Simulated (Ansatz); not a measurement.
# TcIr: the cost of one run

Program: the Python package of Ansatz 0.2.0. Level of theory: DFT r2SCAN, plane waves, PAW. These are calculated values, not measurements.

**1. The system**

The structure is hexagonal, space group P-6m2 (No. 187). The conventional cell has a = 2.740 Å, b = 2.740 Å, c = 4.355 Å, α = 90.00°, β = 90.00°, γ = 120.00°. Tc (site symmetry -6m2) is surrounded by 6 Ir at 2.69 Å and 6 Tc at 2.74 Å. Ir (site symmetry -6m2) has 6 Tc at 2.69 Å and 6 Ir at 2.74 Å as nearest neighbours.

The script holds or builds the structure itself.

**2. The code**

Input file run_smear.py:

```python
"""How the energy of TcIr depends on the smearing."""

import warnings

import ansatz as az


def main() -> None:
    warnings.simplefilter("ignore", az.DeckWarning)

    lattice = az.Lattice.of(
        [2.739906, 0.0, 0.0],
        [-1.369953, 2.372828, 0.0],
        [0.0, 0.0, 4.355461],
    )
    sites = [
        ("Tc", [1 / 3, 2 / 3, 0.0]),
        ("Ir", [2 / 3, 1 / 3, 0.5]),
    ]
    cell = az.Crystal(lattice=lattice)
    for symbol, position in sites:
        cell = cell.atom(symbol, position)

    calculation = cell.calculation().functional(az.Functional.R2SCAN).basis(650).kpoints(10, 10, 5).stress()

    rows = []
    for value in [0.3, 0.2, 0.1, 0.05]:
        data = calculation.occupations("methfessel_paxton", width=value).run(threads=1).report
        rows.append((value, data["free_energy_ev"] / len(data["lattice"]["sites"]), data["n_iterations"], sum(data["stress_gpa"][i][i] for i in range(3)) / 3, data["n_kpoints"]))

    print("  width (eV)   F/atom (eV)    iterations       P (GPa)      k-points")
    for row in rows:
        print(f"{str(row[0]):>12s}  {row[1]:12.5f}  {row[2]:12d}  {row[3]:12.3f}  {row[4]:12d}")

    # the last row is the reference
    for row in rows[:-1]:
        shift = 1000 * (row[1] - rows[-1][1])
        print(f"{row[0]}: {shift:+.2f} meV/atom" + ("  (within 2 meV)" if abs(shift) < 2 else ""))


if __name__ == "__main__":
    main()
```

**3. The calls as engine input**

The engine receives this input (first run):

```yaml
crystal:
  lattice:
    - [2.739906, 0.0, 0.0]
    - [-1.369953, 2.372828, 0.0]
    - [0.0, 0.0, 4.355461]
  atoms:
    - { symbol: Tc, position: [0.3333333333333333, 0.6666666666666666, 0.0] }
    - { symbol: Ir, position: [0.6666666666666666, 0.3333333333333333, 0.5] }
basis:
  ecutwfc: 650.0
kpoints:
  mp_grid:
    grid: [10, 10, 5]
hamiltonian:
  xc: r2scan
scf:
  occupations:
    method: methfessel_paxton
    width: 0.3
output:
  stress: true
```

**4. Running it**

Launch:

```
> python run_smear.py
```

Q: Estimate wall time and peak memory on 1 thread of Arm Neoverse V1, shared host.

About 36 s, with a peak of 0.5 GiB.
